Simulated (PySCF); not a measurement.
# The bond of Cs2+, level by level

What are the lowest state that PBE0 finds, the bond length, vibrational wavenumber and bond energy of Cs2+, and how much do these hang on the method?

Program: PySCF 2.14.0. Level of theory: Cs def2-SVPD with ECP46, scalar-relativistic core potentials. These are calculated values, not measurements.

**1. Set-up**

Settings of the job:

| Property | Result |
| --- | --- |
| atoms | Cs, Cs |
| charge | 1 |
| basis | Cs def2-SVPD with ECP46 |
| Hamiltonian | scalar-relativistic core potentials |
| basis functions | 54 |
| electrons treated | 17 |
| masses in u | 132.9054, 132.9054 |
| levels | PBE0, PBE, r²SCAN, PW91, M06, MN15, CAM-B3LYP, HF, MP2, SCS-MP2, CCSD, CCSD(T) |
| grid | 80 radial by 434 angular points |
| occupations | held fixed by the projection of orbital angular momentum |
| dissociation limit | Cs+ + Cs, each in its ground configuration |
| starting distance in angstrom | 4.510 |
| values of 2S to try | 1, 3 |

Launch:

```
OMP_NUM_THREADS=1 python dia.py task.json out
```

The runs that follow: First curve: PBE0; Other states along the same grid; PBE (GGA); r²SCAN (meta-GGA); PW91 (GGA); M06 (hybrid meta-GGA); MN15; CAM-B3LYP (range-separated hybrid); UHF; Correlated methods on the Hartree–Fock reference.

Q: Predict the outcome of this session. Wanted: for each run, Re; ωe; De.

As calculated:

Lowest PBE0 solution found, without spin–orbit coupling: ²Σg⁺ (doublet), unpaired electrons σ ↑. State 2 has its PBE0 minimum 1.59 eV higher. The other levels ran on the lowest alone.

```tsv
level	Re (Å)	ωe (cm⁻¹)	De (eV)
UHF	5.824	27.8	0.63
UHF-MP2	5.534	29.3	0.63
UHF-SCS-MP2	5.586	29.0	0.63
UHF-CCSD	5.517	29.4	0.63
UHF-CCSD(T)	5.508	29.4	0.63
PBE	5.490	25.9	0.73
PW91	5.448	26.4	0.75
r²SCAN	5.440	29.3	0.68
PBE0	5.486	27.8	0.71
MN15	4.859	36.6	0.55
CAM-B3LYP	5.416	29.1	0.65
```

De is counted to Cs+ + Cs in their ground configurations. No constants: M06 (fits of two degrees disagree).

What this shows: Bond lengths run from 4.859 Å (MN15) to 5.824 Å (UHF). CCSD(T) can't serve as the judge here: for a weak bond in this basis it is far from its limit. Among the levels with a De in the table, it runs from 0.55 eV (MN15) to 0.75 eV (PW91).

Spin–orbit coupling is left out. With spin–orbit coupling the term label itself may not hold.
